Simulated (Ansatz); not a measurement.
Working through an equation of state with a fit of LiMg5, space group P-62m

Program: Ansatz 0.2.0, Python API.

The cells in order, each with its output:

```python
import ansatz as az
import numpy as np
```

```python
params = {
    "xc": "lda",
    "cutoff": 500,
    "mesh": (5, 5, 5),
}
```

```python
vectors0 = np.array([
    [5.472994, 0.0, 0.0],
    [-2.736497, 4.739752, 0.0],
    [0.0, 0.0, 5.069956],
])
sites = [
    ("Li", [0.0, 0.0, 0.5]),
    ("Mg", [0.0, 0.671421, 0.0]),
    ("Mg", [0.671421, 0.0, 0.0]),
    ("Mg", [0.328579, 0.328579, 0.0]),
    ("Mg", [2 / 3, 1 / 3, 0.5]),
    ("Mg", [1 / 3, 2 / 3, 0.5]),
]
```

```python
def build(cell):
    crystal = az.Crystal(lattice=az.Lattice.of(cell))
    for symbol, position in sites:
        crystal = crystal.atom(symbol, position)
    return crystal
```

```python
# uniform scaling of the cell
volumes, energies = [], []
for scale in np.linspace(0.9, 1.1, 9):
    cell = vectors0 * scale ** (1 / 3)
    calc = (
        build(cell).calculation()
        .functional(params["xc"])
        .occupations(az.OccupationsMethod.GAUSSIAN)
        .basis(params["cutoff"])
        .kpoints(*params["mesh"])
    )
    r = calc.run(threads=1, pin="off").report
    volumes.append(abs(np.linalg.det(cell)) / len(sites))
    energies.append(r["free_energy_ev"] / len(sites))
    print(f"V = {volumes[-1]:8.4f} A^3/atom  F = {energies[-1]:.5f} eV/atom")

# third-order Birch-Murnaghan: a cubic in V^(-2/3)
x = np.array(volumes) ** (-2 / 3)
poly = np.polynomial.Polynomial.fit(x, energies, 3).convert()
roots = poly.deriv().roots()
x0 = min((r.real for r in roots if abs(r.imag) < 1e-9 and poly.deriv(2)(r.real) > 0), key=lambda r: abs(r - x.mean()))
v0 = x0 ** -1.5
b0 = 4 / 9 * poly.deriv(2)(x0) * v0 ** (-7 / 3) * 160.21766
b1 = 4 + 2 / 3 * x0 * poly.deriv(3)(x0) / poly.deriv(2)(x0)
print(f"V0 = {v0:.4f} A^3/atom, B0 = {b0:.1f} GPa, dB/dP = {b1:.2f}")
```

    V =  19.7277 A^3/atom  F = -1618.29956 eV/atom
    V =  20.2757 A^3/atom  F = -1618.30571 eV/atom
    V =  20.8237 A^3/atom  F = -1618.30810 eV/atom
    V =  21.3717 A^3/atom  F = -1618.30719 eV/atom
    V =  21.9196 A^3/atom  F = -1618.30340 eV/atom
    V =  22.4676 A^3/atom  F = -1618.29708 eV/atom
    V =  23.0156 A^3/atom  F = -1618.28855 eV/atom
    V =  23.5636 A^3/atom  F = -1618.27809 eV/atom
    V =  24.1116 A^3/atom  F = -1618.26592 eV/atom
    V0 = 20.9361 A^3/atom, B0 = 35.7 GPa, dB/dP = 4.09

A third-order Birch-Murnaghan fit through the 9 points has its minimum at 20.94 Å³ an atom, 4.5 % below the typed cell, with a bulk modulus of 36 GPa and dB/dP = 4.1. From that minimum the energy rises by 8.6 meV an atom on the compressed side and 42.2 meV on the expanded side.

Caveats:
- Total energies depend on the potentials; only differences at equal settings carry meaning.
- Shape and fractional positions are held along the curve, so the bulk modulus is an upper value where they are free to relax, by a factor of two or more in layered or hydrogen-bonded cells.
- The mesh is modest for a metal, so energies can be off by several to tens of meV an atom and pressures by half a GPa or more; differences at equal mesh fare better.
- The structure comes from a database of computed cells and needn't be a stable or known phase.
- Run time: 44 s on 1 thread of Arm Neoverse V1, on a shared host, peak memory 0.41 GiB.
